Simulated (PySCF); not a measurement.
# H10O5Pr (Pr(H2O)53+): the cost of one run

Method: r2SCAN, Pr lcecp-1-SVP with ECP48, O def2-SVP, H def2-SVP; scalar-relativistic core potentials, no spin–orbit coupling; program: PySCF 2.14.0.

5 further runs of the same task are left out: 2 for a known fault of the program, 1 that didn't finish, 2 set aside as unsound or not needed.

## Step 1: The starting structure

16 atoms, charge 3, spin multiplicity 1.

Bond lengths: Pr1–O2 2.535 Å, Pr1–O5 2.535 Å, Pr1–O8 2.535 Å, Pr1–O11 2.535 Å, Pr1–O14 2.535 Å, O2–H3 0.970 Å, O2–H4 0.970 Å, O5–H6 0.970 Å, O5–H7 0.970 Å, O8–H9 0.970 Å, O8–H10 0.970 Å, O11–H12 0.970 Å, O11–H13 0.970 Å, O14–H15 0.970 Å, O14–H16 0.970 Å. Angles: O2–Pr1–O5 180.0°, O2–Pr1–O8 90.0°, O2–Pr1–O11 90.0°, O2–Pr1–O14 90.0°, O5–Pr1–O8 90.0°, O5–Pr1–O11 90.0°, O5–Pr1–O14 90.0°, O8–Pr1–O11 120.0°, O8–Pr1–O14 120.0°, O11–Pr1–O14 120.0°, Pr1–O2–H3 127.5°, Pr1–O2–H4 127.5°, H3–O2–H4 105.1°, Pr1–O5–H6 127.5°, Pr1–O5–H7 127.5°, H6–O5–H7 105.1°, Pr1–O8–H9 127.5°, Pr1–O8–H10 127.5° and more.

As a file:

```
Pr    0.00000    0.00000    0.00000
O     0.00000    0.00000    2.53500
H     0.00000    0.77000    3.12500
H     0.00000   -0.77000    3.12500
O     0.00000    0.00000   -2.53500
H     0.00000   -0.77000   -3.12500
H     0.00000    0.77000   -3.12500
O     2.53500    0.00000    0.00000
H     3.12500   -0.77000    0.00000
H     3.12500    0.77000    0.00000
O    -1.26750    2.19540    0.00000
H    -0.89570    3.09130    0.00000
H    -2.22930    2.32130    0.00000
O    -1.26750   -2.19540    0.00000
H    -2.22930   -2.32130    0.00000
H    -0.89570   -3.09130    0.00000
```

Formal oxidation states: Pr +3. Each metal's 2 4f electrons lie in its core potential, so multiplicities, spins and levels count the valence alone.

## Step 2: SCF at the start, singlet

Input file run.py (the lines that set the calculation):

```python
mol = gto.M(atom='''
Pr     0.00000     0.00000     0.00000
O      0.00000     0.00000     2.53500
H      0.00000     0.77000     3.12500
H      0.00000    -0.77000     3.12500
O      0.00000     0.00000    -2.53500
H      0.00000    -0.77000    -3.12500
H      0.00000     0.77000    -3.12500
O      2.53500     0.00000     0.00000
H      3.12500    -0.77000     0.00000
H      3.12500     0.77000     0.00000
O     -1.26750     2.19540     0.00000
H     -0.89570     3.09130     0.00000
H     -2.22930     2.32130     0.00000
O     -1.26750    -2.19540     0.00000
H     -2.22930    -2.32130     0.00000
H     -0.89570    -3.09130     0.00000''',
    basis={'Pr': 'lcecp-1-SVP', 'O': 'def2-SVP', 'H': 'def2-SVP'},
    ecp={'Pr': 'lcecp-1-SVP'},
    charge=3, spin=0)
mf = dft.RKS(mol, xc='R2SCAN')
mf.grids.atom_grid = (50, 194)  # f atoms: unpruned, at least (60, 302)
mf = mf.density_fit()  # fitting sets: Pr AutoAux, O def2-universal-JKFIT, H def2-universal-JKFIT
mf.conv_tol = 1e-08; mf.max_cycle = 55
mf.kernel(dm0)  # dm0: free metal ions and neutral atoms
```

Started as:

```sh
> OMP_NUM_THREADS=4 python run.py
```

**Question.** How long does this run take on 4 threads of AMD EPYC 9R45 (Zen 5), shared host, and how much memory does it need?

About 4.6 s, with a peak of 1.1 GiB.
